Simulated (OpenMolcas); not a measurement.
# CH7BGe (SMILES C[BH][GeH3]) at 6 levels

Wanted: a comparison of 6 runs (HF/3-21G, B2PLYP/def2-SVP, B3LYP/def2-SVP, BHLYP/def2-SVP, TPSS/def2-SVP, CCSD(T)/def2-SVP) of CH7BGe. 

The calculation is run with OpenMolcas 26.06.

1 further run of the same task is left out (set aside as unsound or not needed).

## (1) The molecule

CH7BGe has 10 atoms, charge 0, and is taken as a singlet. SMILES: `C[BH][GeH3]`. The C1–H4 distance was set to 1.639 Å, away from the relaxed value. At this shape a bond of the SMILES string is far longer than usual.

Bond lengths: C1–B2 1.548 Å, B2–Ge3 2.066 Å, C1–H5 1.106 Å, C1–H6 1.091 Å, B2–H7 1.200 Å, Ge3–H8 1.544 Å, Ge3–H9 1.542 Å, Ge3–H10 1.542 Å. Some angles: C1–B2–Ge3 123.5°, C1–B2–H7 119.3°, Ge3–B2–H7 117.1°, B2–C1–H5 102.9°, B2–C1–H6 116.2°, B2–Ge3–H8 109.4°, B2–Ge3–H9 113.8°, B2–Ge3–H10 112.1°, H5–C1–H6 106.0°, H8–Ge3–H9 107.1°. A long bond or contact: C1–H4 1.639 Å.

## (2) A single-point energy at HF/3-21G (run 1)

The input, job.input:

```
* CH7BGe Hartree-Fock

&GATEWAY
 BasLib
 $CurrDir
 Coord
 10
 angstrom
 C       -0.830671       0.897747      -0.191072
 B        0.366729      -0.073253      -0.331072
 Ge       1.491929      -0.734853       1.270228
 H       -1.972600       0.748500      -1.357000
 H       -0.366671       1.887047      -0.360972
 H       -1.296471       0.948447       0.794428
 H        0.706629      -0.431953      -1.424372
 H        1.299029      -2.257653       1.436928
 H        1.109829      -0.079153       2.612628
 H        3.001129      -0.508553       1.050728
 Basis
 3-21G
 Group
 NoSym

&SEWARD

&SCF
 Thresholds
 1e-10 1e-07 1e-07 1e-05
 PrOrbitals
 1 2
```

The basis set 3-21G is read from a file made from the Basis Set Exchange's data (not shown).

Run with:

```console
$ export MOLCAS_MEM=1860
$ pymolcas job.input > job.log
```

The log of the run:

```text
--- Start Module: gateway ---
[...]
--- Stop Module: gateway /rc=_RC_ALL_IS_WELL_ ---
--- Start Module: seward ---
[...]
      Basis functions           54
--- Stop Module: seward /rc=_RC_ALL_IS_WELL_ ---
--- Start Module: scf ---
[...]
       Convergence after  13 Iterations
[...]
::    Total SCF energy                              -2131.4784790091
[...]
      Total spin, S                                     0.0000000000
[...]
      Total electronic charge=   50.000000
      Total            charge=   -0.000000
[...]
      Dipole Moment (debye):
      Origin of the operator (angstrom)=    1.0276   -0.4236    0.8726
                   X= -2.5339E-01               Y=  7.2022E-01               Z= -2.2094E-01           Total=  7.9482E-01
      Quadrupole Moment (debye*angstrom):
[...]
--- Stop Module: scf /rc=_RC_ALL_IS_WELL_ ---
[...]
```

Run time: 1.8 s. Hardware: 1 thread of Intel Xeon 6975P-C (Granite Rapids), shared host; peak memory 0.39 GiB.

## (3) A single-point energy at B2PLYP/def2-SVP (run 2)

The input, job.input:

```
&GATEWAY
  BASLIB
  $CurrDir
  COORD
  10
  angstrom
  C       -0.830671       0.897747      -0.191072
  B        0.366729      -0.073253      -0.331072
  Ge       1.491929      -0.734853       1.270228
  H       -1.972600       0.748500      -1.357000
  H       -0.366671       1.887047      -0.360972
  H       -1.296471       0.948447       0.794428
  H        0.706629      -0.431953      -1.424372
  H        1.299029      -2.257653       1.436928
  H        1.109829      -0.079153       2.612628
  H        3.001129      -0.508553       1.050728
  BASIS
  def2-SVP
  GROUP
  NoSym

&SEWARD
  GRIDINPUT
  Grid=UltraFine
  End of Grid

&SCF
  KSDFT
  B2PLYP_SCF
  THRESHOLDS
  1e-10 1e-07 1e-07 1e-05
  PRORBITALS
  1

&MBPT2
  FROZEN
  11
```

The basis set def2-SVP is read from a file made from the Basis Set Exchange's data (not shown).

Run with:

```console
$ export MOLCAS_MEM=1860
$ pymolcas job.input > job.log
```

The log of the run:

```text
--- Start Module: gateway ---
[...]
--- Stop Module: gateway /rc=_RC_ALL_IS_WELL_ ---
[...]
      Basis functions           95
[...]
--- Start Module: scf ---
[...]
       Convergence after  13 Iterations
[...]
::    Total KS-DFT energy                           -2143.1266424238
[...]
      Total spin, S                                     0.0000000000
[...]
      Total electronic charge=   50.000000
      Total            charge=   -0.000000
[...]
      Dipole Moment (debye):
      Origin of the operator (angstrom)=    1.0276   -0.4236    0.8726
                   X= -3.5078E-01               Y=  7.2749E-01               Z= -2.3189E-01           Total=  8.4027E-01
      Quadrupole Moment (debye*angstrom):
[...]
--- Stop Module: scf /rc=_RC_ALL_IS_WELL_ ---
[...]
--- Start Module: mbpt2 ---
[...]
 ###    WARNING: MP2 implementation intended for RHF references only         ###
 ###############################################################################
MBPT2 WARNING: Reference function according to RunFile:KS-DFT
I'll assume you know what you're doing and continue
WARNING!
Default frozen orbitals as non valence orbitals is overwritten by user input.
Default values:  16
[...]
       Reference weight ( Cref**2 )         =        0.79703
::    Total MBPT2 energy                            -2143.7080573793
[...]
      Total MBPT2 calculations                           0.27      0.31
--- Stop Module: mbpt2 /rc=_RC_ALL_IS_WELL_ ---
[...]
```

Run time: 20 s. Hardware: 1 thread of Intel Xeon 6975P-C (Granite Rapids), shared host; peak memory 0.52 GiB.

Runs 3 to 4 aren't shown in full; the table further down has their settings and results.

## (4) The energy at TPSS/def2-SVP (run 5)

The input, struct.xyz:

```xyz
10

C     -0.830671     0.897747    -0.191072
B      0.366729    -0.073253    -0.331072
Ge     1.491929    -0.734853     1.270228
H     -1.972600     0.748500    -1.357000
H     -0.366671     1.887047    -0.360972
H     -1.296471     0.948447     0.794428
H      0.706629    -0.431953    -1.424372
H      1.299029    -2.257653     1.436928
H      1.109829    -0.079153     2.612628
H      3.001129    -0.508553     1.050728
```

The input, mol.input:

```
>>> EXPORT MOLCAS_PRINT=2
&GATEWAY
BasLib=$CurrDir
Coord=struct.xyz
Basis=def2-SVP
Group=NoSym
&SEWARD
GridInput
Grid=UltraFine
End of Grid
&SCF
KSDFT=2
1.0 MGGA_X_TPSS
1.0 MGGA_C_TPSS
Thresholds=1e-10 1e-07 1e-07 1e-05
PrOrbitals=1
```

The basis set def2-SVP is read from a file made from the Basis Set Exchange's data (not shown).

Run with:

```console
$ export MOLCAS_MEM=1860
$ pymolcas mol.input > mol.log
```

The log of the run:

```text
--- Start Module: gateway ---
[...]
--- Stop Module: gateway /rc=_RC_ALL_IS_WELL_ ---
--- Start Module: seward ---
[...]
      Basis functions           95
--- Stop Module: seward /rc=_RC_ALL_IS_WELL_ ---
[...]
--- Start Module: scf ---
[...]
       Convergence after  16 Iterations
[...]
::    Total KS-DFT energy                           -2143.7608428836
[...]
      Total spin, S                                     0.0000000000
[...]
      Total electronic charge=   50.000000
      Total            charge=   -0.000000
[...]
      Dipole Moment (debye):
      Origin of the operator (angstrom)=    1.0276   -0.4236    0.8726
                   X= -3.9328E-01               Y=  7.4083E-01               Z= -2.0458E-01           Total=  8.6334E-01
      Quadrupole Moment (debye*angstrom):
[...]
--- Stop Module: scf /rc=_RC_ALL_IS_WELL_ ---
[...]
```

Run time: 35 s. Hardware: 1 thread of Intel Xeon 6975P-C (Granite Rapids), shared host; peak memory 0.53 GiB.

## (5) A single-point energy at CCSD(T)/def2-SVP (run 6)

The input, run.inp:

```
&gateway
baslib
$CurrDir
coord
10
bohr
C     -1.56974069     1.69649596    -0.36107375
B      0.69301737    -0.13842811    -0.62563541
Ge     2.81933721    -1.38867091     2.40038304
H     -3.72767375     1.41446000    -2.56435835
H     -0.69290777     3.56600201    -0.68213822
H     -2.44997512     1.79230507     1.50125135
H      1.33533528    -0.81627287    -2.69167298
H      2.45480904    -4.26634585     2.71540038
H      2.09727286    -0.14957749     4.93715139
H      5.67131187    -0.96102589     1.98558815
basis
def2-SVP
group
NoSym
&seward
&scf
thresholds
1e-10 1e-07 1e-07 1e-05
prorbitals
1
&rasscf
fileorb
$Project.ScfOrb
spin
1
nactel
0 0 0
inactive
25
ras2
0
outorbitals
Canonical
orblisting
Few
&motra
jobiph
frozen
11
&ccsdt
cct
triples
2
iterations
80
accuracy
1e-08
extrapolation
5 4
```

The basis set def2-SVP is read from a file made from the Basis Set Exchange's data (not shown).

Run with:

```console
$ export MOLCAS_MEM=1860
$ pymolcas run.inp > run.log
```

The log of the run:

```text
--- Start Module: gateway ---
[...]
--- Stop Module: gateway /rc=_RC_ALL_IS_WELL_ ---
[...]
      Basis functions           95
[...]
       Convergence after  15 Iterations
[...]
::    Total SCF energy                              -2141.5743519740
[...]
      Total spin, S                                     0.0000000000
[...]
      Number of active orbitals                  0
[...]
      Spin quantum number                      0.0
[...]
      Active orbitals                            0
[...]
      Number of CSFs                             1
[...]
      Number of root(s) required                 1
[...]
      Convergence after  4 iterations
[...]
      Natural orbitals and occupation numbers for root  1
      ************************************************************************************************************************
      *                                                    Final results                                                     *
      ************************************************************************************************************************
[...]
::    RASSCF root number  1 Total energy:  -2141.57435197
[...]
      Total electronic charge=   50.000000
      Total            charge=   -0.000000
[...]
      Dipole Moment (debye):
      Origin of the operator (angstrom)=    1.0276   -0.4236    0.8726
                   X= -2.4618E-01               Y=  7.0027E-01               Z= -1.9996E-01           Total=  7.6874E-01
      Quadrupole Moment (debye*angstrom):
[...]
--- Start Module: motra ---
[...]
      *** WARNING: Default frozen orbitals is overwritten by user input.
      *** Default values:  16
[...]
--- Stop Module: motra /rc=_RC_ALL_IS_WELL_ ---
[...]
--- Start Module: ccsdt ---
[...]
      Convergence after                    18  Iterations
      Total energy (diff) :   -2142.09337785       0.00000000
[...]
 METHOD                       : CCSD+T(CCSD)+<T3(1)WT1> = CCSD(T)
[...]
       CCSD     =     -2142.0933778475796
[...]
--- Stop Module: ccsdt /rc=_RC_ALL_IS_WELL_ ---
[...]
```

It took 74 s on 1 thread of Intel Xeon 6975P-C (Granite Rapids), shared host; peak memory 0.53 GiB.

## (6) Overview of the runs

```tsv
run	level	frozen core orbitals	integration grid	energy (Eh)	dipole moment (D) of the reference	HOMO energy (eV)	LUMO energy (eV)	wall time
1	HF/3-21G	–	–	-2131.478479	0.79	-10.24	1.75	1.8 s
2	B2PLYP/def2-SVP	11	UltraFine	-2143.283624	0.84	-8.71	-0.58	20 s
3	B3LYP/def2-SVP	–	UltraFine	-2143.812591	0.88	-7.52	-2.13	20 s
4	BHLYP/def2-SVP	–	UltraFine	-2143.687295	0.85	-8.78	-0.89	19 s
5	TPSS/def2-SVP	–	UltraFine	-2143.760843	0.86	-6.74	-2.75	35 s
6	CCSD(T)/def2-SVP	11	–	-2142.108970	0.77	-10.42	1.60	74 s
```

## (7) Summary of results

```
                                           quantity           value
                                run 6: total energy  -2142.10897 Eh
          run 6: dipole moment (mean-field density)          0.77 D
         run 6: HOMO energy (Hartree–Fock orbitals)       -10.42 eV
         run 6: LUMO energy (Hartree–Fock orbitals)         1.60 eV
       run 6: HOMO–LUMO gap (Hartree–Fock orbitals)        12.02 eV
run 6: correlation energy (11 core orbitals frozen)      -534.6 mEh
                              run 6: (T) correction      -15.59 mEh
```

In words: Over runs 1, 2, 3, 4, 5 the dipole moment (its size) runs from 0.79 D (HF/3-21G) to 0.88 D (B3LYP/def2-SVP). The two ends differ in method and basis. Over runs 1, 2, 3, 4, 5 the HOMO–LUMO gap runs from 3.99 eV (TPSS/def2-SVP) to 11.99 eV (HF/3-21G). For B2PLYP the log adds the whole second-order term; the table takes 0.27 of it, as the functional is defined. Totals of different functionals can't be ranked against each other. All runs together took 2.8 min, the longest 74 s.
